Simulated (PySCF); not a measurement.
# C5H7F3O: magnetic properties

What do calculations give for the magnetic properties of C5H7F3O (`C=C[C@](F)(OC)C(F)F`)?

Computed with PySCF 2.14.0 and routines of our own; the level stands in each step. Atoms count from 0.

### 1 The starting structure

16 atoms, charge 0, multiplicity 1; geometry from: GFN2-xTB.

### 2 Magnetic properties: GIAO BHandHLYP/pcSseg-1

Job settings and geometry (Å):

```
{"job": {"kind": "mag", "xc": "BHandHLYP", "basis": "pcSseg-1", "isotopologues": 0}, "charge": 0, "multiplicity": 1}
C      1.942536    -0.965542     0.043061
C      0.866461    -0.555300     0.684967
C     -0.428561    -0.172187     0.009444
F     -0.239410    -0.161508    -1.376245
O     -0.953380     1.029016     0.407493
C     -0.107083     2.153231     0.215277
C     -1.490170    -1.272795     0.264285
F     -1.514302    -1.614236     1.569931
F     -2.726121    -0.856178    -0.053092
H      2.840790    -1.231963     0.571469
H      1.965257    -1.043262    -1.030792
H      0.822822    -0.469055     1.760749
H     -0.677687     3.006460     0.572396
H      0.819039     2.052632     0.788677
H      0.131135     2.281169    -0.843584
H     -1.258923    -2.171538    -0.327965
```

Method: GIAO BHandHLYP/pcSseg-1 magnetisability, rotational g tensor and spin-rotation constants, non-relativistic, gas phase.

Launch:

```bash
$ OMP_NUM_THREADS=1 python excited_run.py task.json out
```

One launch serves the whole session: the jobs run in the order shown.

What it wrote:

```text
coarse grid: 14120 points
cycle   1  E = -568.8932374197  dE =  1.448e+00  |g| = 1.005e+00  |ddm| = 3.389e+00
cycle   2  E = -568.8606270027  dE =  3.261e-02  |g| = 1.164e+00  |ddm| = 1.189e+00
cycle   3  E = -569.0729388936  dE = -2.123e-01  |g| = 6.800e-02  |ddm| = 6.789e-01
cycle   4  E = -569.0736307451  dE = -6.919e-04  |g| = 4.021e-02  |ddm| = 7.449e-02
cycle   5  E = -569.0739869897  dE = -3.562e-04  |g| = 1.033e-02  |ddm| = 3.575e-02
cycle   6  E = -569.0740098324  dE = -2.284e-05  |g| = 2.589e-03  |ddm| = 9.139e-03
cycle   7  E = -569.0740113094  dE = -1.477e-06  |g| = 5.428e-04  |ddm| = 2.434e-03
final grid: 139664 points
cycle   8  E = -569.1348465216  dE = -2.405e-05  |g| = 4.331e-03  |ddm| = 1.496e-02
cycle   9  E = -569.1348468430  dE = -3.214e-07  |g| = 4.418e-03  |ddm| = 5.465e-03
cycle  10  E = -569.1348500065  dE = -3.164e-06  |g| = 3.751e-04  |ddm| = 2.538e-03
cycle  11  E = -569.1348500297  dE = -2.322e-08  |g| = 1.632e-04  |ddm| = 3.597e-04
cycle  12  E = -569.1348500355  dE = -5.735e-09  |g| = 4.015e-05  |ddm| = 1.348e-04
cycle  13  E = -569.1348500358  dE = -3.674e-10  |g| = 1.141e-05  |ddm| = 4.243e-05
converged SCF energy = -569.1348500358

Magnetisability tensor (1e-30 J/T^2)
    -1143.99      -77.35       24.09
      -77.35    -1288.51       24.63
       24.09       24.63    -1135.31
isotropic -1189.27   principal values   -1327.50  -1135.72  -1104.58
isotropic susceptibility -71.619 1e-6 cm^3/mol

Inertial axes            a          b          c
rot. const./GHz      1.9938     1.4176     1.1447
chi total           -75.237    -71.372    -68.249
chi diamagnetic    -687.382   -893.515  -1109.482
chi paramagnetic    612.145    822.144   1041.233
quadrupole/D A       -0.703      3.222     -2.519
g nuclear            0.5607     0.5344     0.5495
g electronic        -0.5734    -0.5475    -0.5599
g total             -0.0127    -0.0131    -0.0104

Spin-rotation constants (kHz, H = +C I.J)
atom  isotope        aa         bb         cc
  3    19F        2.072      0.701      0.601
  7    19F        1.521      1.043      0.941
  8    19F        1.848      1.206      0.632
  9     1H       -0.118     -0.005     -0.071
 10     1H       -0.199     -0.150      0.098
 11     1H       -0.218     -0.149      0.103
 12     1H       -0.220      0.025     -0.076
 13     1H       -0.112     -0.061     -0.073
 14     1H       -0.164     -0.129      0.017
 15     1H       -0.174     -0.038     -0.020
  0    13C*       0.453      0.389      0.501
  1    13C*       0.485      0.427      0.513
  2    13C*       0.620      0.403      0.295
  4    17O*      -0.300     -0.118     -0.079
  5    13C*       0.297      0.296      0.249
  6    13C*       0.585      0.407      0.330
* in the singly substituted isotopologue
```

It took 38 s on 1 thread of Intel Xeon Platinum 8488C, shared host; peak memory 0.83 GiB.

Key values:

| quantity | value |
| --- | --- |
| magnetisability | -1189·10⁻³⁰ J/T² |
| molar susceptibility | -71.6·10⁻⁶ cm³/mol |
| rotational g (a, b, c) | -0.0127, -0.0131, -0.0104 |

### 3 Magnetic properties: common gauge origin HSE06/6-31G

The job, as its differences from that of step 2:

```diff
@@ -1,2 +1,2 @@
-{"job": {"kind": "mag", "xc": "BHandHLYP", "basis": "pcSseg-1", "isotopologues": 0}, "charge": 0, "multiplicity": 1}
+{"job": {"kind": "mag", "xc": "HSE06", "basis": "6-31G", "gauge": [0, 0, 0]}, "charge": 0, "multiplicity": 1}
 C      1.942536    -0.965542     0.043061
```

Method: common gauge origin HSE06/6-31G magnetisability, rotational g tensor and spin-rotation constants, non-relativistic, gas phase.

What it wrote:

```text
coarse grid: 14120 points
cycle   1  E = -568.6024059330  dE =  1.415e+00  |g| = 9.656e-01  |ddm| = 3.812e+00
cycle   2  E = -568.3392518253  dE =  2.632e-01  |g| = 1.574e+00  |ddm| = 2.330e+00
cycle   3  E = -568.7845497905  dE = -4.453e-01  |g| = 9.702e-02  |ddm| = 1.489e+00
cycle   4  E = -568.7863256058  dE = -1.776e-03  |g| = 5.593e-02  |ddm| = 1.631e-01
cycle   5  E = -568.7870727343  dE = -7.471e-04  |g| = 1.851e-02  |ddm| = 6.339e-02
cycle   6  E = -568.7871630612  dE = -9.033e-05  |g| = 2.349e-03  |ddm| = 1.965e-02
cycle   7  E = -568.7871640589  dE = -9.977e-07  |g| = 1.132e-03  |ddm| = 3.699e-03
final grid: 139664 points
cycle   8  E = -568.7546129695  dE = -2.972e-05  |g| = 1.387e-02  |ddm| = 2.874e-02
cycle   9  E = -568.7545770618  dE =  3.591e-05  |g| = 2.038e-02  |ddm| = 2.862e-02
cycle  10  E = -568.7546461452  dE = -6.908e-05  |g| = 1.268e-03  |ddm| = 1.790e-02
cycle  11  E = -568.7546465301  dE = -3.849e-07  |g| = 2.951e-04  |ddm| = 1.445e-03
cycle  12  E = -568.7546465482  dE = -1.815e-08  |g| = 1.369e-04  |ddm| = 3.899e-04
cycle  13  E = -568.7546465531  dE = -4.895e-09  |g| = 1.550e-05  |ddm| = 1.421e-04
cycle  14  E = -568.7546465532  dE = -4.547e-11  |g| = 7.738e-06  |ddm| = 2.041e-05
converged SCF energy = -568.7546465532

Magnetisability tensor (1e-30 J/T^2)
    -7909.86     1094.94     -630.70
     1094.94    -9016.38     -926.36
     -630.70     -926.36   -12095.36
isotropic -9673.87   principal values  -12377.02  -9617.79  -7026.79
isotropic susceptibility -582.574 1e-6 cm^3/mol

Inertial axes            a          b          c
rot. const./GHz      1.9938     1.4176     1.1447
chi total          -424.494   -578.010   -745.217
chi diamagnetic    -686.352   -892.442  -1108.291
chi paramagnetic    261.858    314.432    363.074
quadrupole/D A       -0.587      3.264     -2.677
g nuclear            0.5607     0.5344     0.5495
g electronic        -0.2453    -0.2094    -0.1953
g total              0.3155     0.3250     0.3542

Spin-rotation constants (kHz, H = +C I.J)
atom  isotope        aa         bb         cc
  3    19F        1.870      0.608      0.215
  7    19F        1.493      1.074      0.775
  8    19F        1.577      1.280      0.702
  9     1H        0.482      0.246      0.891
 10     1H       -0.457      0.020      0.068
 11     1H       -0.307     -0.520     -0.524
 12     1H        1.048     -0.047      0.360
 13     1H       -0.778      0.369     -0.303
 14     1H       -0.514     -0.278      0.286
 15     1H       -0.533     -0.599     -0.485
  0    13C*       0.288      0.270      0.429
  1    13C*       0.135      0.135      0.209
  2    13C*       0.018     -0.092     -0.141
  4    17O*      -0.244     -0.041     -0.023
  5    13C*       0.167      0.191      0.171
  6    13C*       0.141     -0.049     -0.061
* in the singly substituted isotopologue
```

It took 17 s on 1 thread of Intel Xeon Platinum 8488C, shared host; peak memory 0.54 GiB.

The run ended normally, but its values are not to be used for the molecule: a common gauge origin replaces GIAOs, so the magnetic properties depend on where the origin lies.

### 4 Outcome

```
                                                quantity                               value
       magnetisability (step 2, GIAO BHandHLYP/pcSseg-1)                    -1189·10⁻³⁰ J/T²
  molar susceptibility (step 2, GIAO BHandHLYP/pcSseg-1)                  -71.6·10⁻⁶ cm³/mol
rotational g (a, b, c) (step 2, GIAO BHandHLYP/pcSseg-1)           -0.0127, -0.0131, -0.0104
                                                    runs  0 failed, 1 ended on unsound input
```

**Reading.** The values above hold for this geometry and these levels alone. Vibrational averaging and real surroundings are missing from these values.
